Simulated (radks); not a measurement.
# Ag inside a hard spherical wall

One table from this session's results is given with a row withheld; the runs are named, their logs left out.

Program: radks (a radial shooting solver on a logarithmic mesh, Libxc functionals) version 1. Level of theory: scalar-relativistic Kohn-Sham, PBE, spin-polarised, spherical densities, point nucleus; open shells are filled with parallel spins first. These are calculated values, not measurements, unless marked.

### The system

```
element       : silver (Z = 47)
charge        : 0
electrons     : 47
configuration : [Kr] 4d10 5s1
```

The outer shells:

Ag
```
[Kr] core
4d [↑↓][↑↓][↑↓][↑↓][↑↓]
5s [↑ ]
```

Set-up of the first run:

The run's settings:

```text
Z 47
configuration [Kr] 4d10 5s1 5p0 6s0 4f0
relativity scalar-relativistic
functional pbe,pbe
spin polarised
nucleus point
c 137.035999084
```

Among the steps run: The free atom; Wall at 15 bohr; Wall at 8 bohr; Wall at 7 bohr; Wall at 6 bohr; Wall at 5 bohr; Wall at 4 bohr; Wall at 3.5 bohr; Wall at 3 bohr; Wall at 2.5 bohr; Wall at 2 bohr.

One table of the session follows, with a row left open; its other results are not shown here.

```
R (bohr)  E − E(free) (eV)  ε(5s) (eV)  ε(5p, empty) (eV)  ε(6s, empty) (eV)  ε(4f, empty) (eV)
    free             0.000      -4.734             -0.973                  -                  -
      15             0.000      -4.734             -0.963              0.278              2.376
       8                 ?           ?                  ?                  ?                  ?
       7             0.191      -4.380              0.196              6.921              9.970
       6             0.598      -3.840              1.303             11.759             13.470
       5             2.004      -2.380              3.785             21.389             19.071
       4             7.648       2.041             10.258             43.289             28.794
     3.5            16.151       7.442             17.538             65.365             36.615
       3            36.819      18.512             31.663             104.40             48.242
     2.5            93.789      43.717             61.985             179.90             67.373
       2            282.58      109.73             136.19             345.48             104.53
```

Estimate the missing values for R (bohr) = 8.

Worked estimate for «E − E(free) (eV)». A straight line through the neighbours (15, 0.000) and (7, 0.191) gives 0.000 + (0.191 − 0.000) × (8 − 15) / (7 − 15) = 0.167; a parabola fitted to 3 rows on both sides gives -0.131.

As computed: E − E(free) (eV): 0.062; ε(5s) (eV): -4.593; ε(5p, empty) (eV): -0.347; ε(6s, empty) (eV): 4.265; ε(4f, empty) (eV): 7.654. In «E − E(free) (eV)» the line misses by +0.105 and the parabola by -0.193. Between these rows the values bend or scatter more than so simple an estimate can follow.

What this shows: Eigenvalues are for spin up. From R = 4 bohr inwards the highest occupied level lies above zero, pushed up by confinement. Shells are not refilled when levels cross, and a hard wall is a model, not a crystal.
